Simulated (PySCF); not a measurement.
# AlHg: bond curves at several levels of theory

An exercise on one series of results from a longer session: the logs are not shown, and one member is left open.

Program: PySCF 2.14.0. Level of theory: Al def2-SVPD, Hg def2-SVPD with ECP60, scalar-relativistic core potentials. These are calculated values, not measurements.

The first run:

Settings of the job:

```yaml
atoms: Al, Hg
charge: 0
basis: Al def2-SVPD, Hg def2-SVPD with ECP60
Hamiltonian: scalar-relativistic core potentials
basis_functions: 59
electrons_treated: 33
masses_in_u: 26.9815, 201.9706
levels: PBE0, PBE, r²SCAN, revPBE, BP86, TPSSh, CAM-B3LYP, HF, MP2, SCS-MP2
grid: 80 radial by 434 angular points
occupations: held fixed by the projection of orbital angular momentum
dissociation_limit: Al + Hg, each in its ground configuration
starting_distance_in_angstrom: 2.570
values_of_2S_to_try: 1, 3
```

Launch:

```
OMP_NUM_THREADS=1 python dia.py task.json out
```

Steps of the session up to this table: The job; PBE0 along the bond; Other states along the same grid; PBE (GGA); r²SCAN (meta-GGA); revPBE; BP86; TPSSh (hybrid meta-GGA); CAM-B3LYP (range-separated hybrid); UHF (mean field).

One table of the session follows, with a row left open; its other results are not shown here.

| level | Re (Å) | ωe (cm⁻¹) | De (eV) |
| --- | --- | --- | --- |
| UHF-MP2 | 2.904 | 102.5 | 0.198 |
| UHF-SCS-MP2 | 3.080 | 68.1 | 0.114 |
| PBE | 2.806 | 144.8 | 0.343 |
| revPBE | 2.866 | 128.3 | 0.222 |
| BP86 | ? | ? | ? |
| r²SCAN | 2.769 | 149.5 | 0.357 |
| TPSSh | 2.841 | 132.7 | 0.269 |
| PBE0 | 2.843 | 132.3 | 0.278 |
| CAM-B3LYP | 2.965 | 94.2 | 0.132 |

Estimate the missing values for BP86.

**Answer.** Re (Å): 2.808; ωe (cm⁻¹): 142.2; De (eV): 0.298. In the column «Re (Å)» it lies between PBE (2.806) and TPSSh (2.841).

De is counted to Al + Hg in their ground configurations. No constants: UHF (no minimum is bracketed among the points kept).

Caveats from the session: The bond is weak, and basis-set superposition, which was not computed, may be a sizeable part of it.
